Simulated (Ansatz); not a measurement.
# H6OW: molecular dynamics

Aim: follow the molecule's vibrations and see whether its bonds hold. The start is relaxed first. Runs: 300 steps of 0.5 fs under a Nosé-Hoover thermostat at 1500 K.

Program: Ansatz 0.2.0. Level of theory: RKS PBE0-D4/def2-SVP. These are calculated values, not measurements.

## Step 1: The system as given

Bond lengths: W1–O2 1.940 Å, O2–H3 1.010 Å, W1–H4 1.720 Å, W1–H5 1.720 Å, W1–H6 1.720 Å, W1–H7 1.720 Å, W1–H8 1.720 Å. Angles (14 of 16 angles, heavy atoms first): W1–O2–H3 109.5°, O2–W1–H4 90.0°, O2–W1–H5 90.0°, O2–W1–H6 90.0°, O2–W1–H7 90.0°, O2–W1–H8 180.0°, H4–W1–H5 90.0°, H4–W1–H6 180.0°, H4–W1–H7 90.0°, H4–W1–H8 90.0°, H5–W1–H6 90.0°, H5–W1–H7 180.0°, H5–W1–H8 90.0°, H6–W1–H7 90.0°.

Coordinates:

```xyz
8

W     0.0000    0.0000    0.0000
O     0.0000    0.0000    1.9400
H    -0.9095   -0.2814    2.2771
H     1.7200    0.0000    0.0000
H     0.0000    1.7200    0.0000
H    -1.7200    0.0000    0.0000
H     0.0000   -1.7200    0.0000
H     0.0000    0.0000   -1.7200
```

## Step 2: Preparing the start

The input, input.yaml:

```yaml
crystal:
  periodic: [false, false, false]
  atoms:
    - { symbol: W, position_ang: [0.0, 0.0, 0.0] }
    - { symbol: O, position_ang: [0.0, 0.0, 1.94] }
    - { symbol: H, position_ang: [-0.9095, -0.2814, 2.2771] }
    - { symbol: H, position_ang: [1.72, 0.0, 0.0] }
    - { symbol: H, position_ang: [0.0, 1.72, 0.0] }
    - { symbol: H, position_ang: [-1.72, 0.0, 0.0] }
    - { symbol: H, position_ang: [0.0, -1.72, 0.0] }
    - { symbol: H, position_ang: [0.0, 0.0, -1.72] }
basis:
  gaussian: { orbitals: def2-SVP }
hamiltonian:
  xc: pbe0
  dispersion: d4
relax:
  f_tol: 0.02
  max_steps: 40
```

Launch:

```
$ ansatz run input.yaml --threads 1 --pin off --max-ram 2048MiB --backend cpu --events-out ev --progress --plain --runs-dir out
```

After this run come: Dynamics.

What does the calculation give? Wanted: relaxation of the start; temperature, first and last step; temperature, second half; potential energy, second half; largest change of the conserved energy; bonds formed or broken.

As calculated:

| quantity | value |
| --- | --- |
| relaxation of the start | 10 moves, 5.609 eV lower |
| length | 300 steps of 0.5 fs |
| temperature, first and last step | 1500 and 760 K |
| temperature, second half | mean 1467 K, from 760 to 2182 K |
| potential energy, second half | +64 meV/atom from the start |
| largest change of the conserved energy | 0.97 meV/atom |
| bonds formed or broken | 0 |

**Reading.** Against a set 1500 K the second half averages 1467 K with a spread of 345 K. The conserved energy strays from its start by at most 0.97 meV/atom, 0.7 % of the mean kinetic energy, which is good for a step of 0.5 fs. The bonding pattern survives the run. 150 fs on 8 atoms is far too short and small for converged averages. The nuclei move classically, without zero-point motion, which matters most for hydrogen.
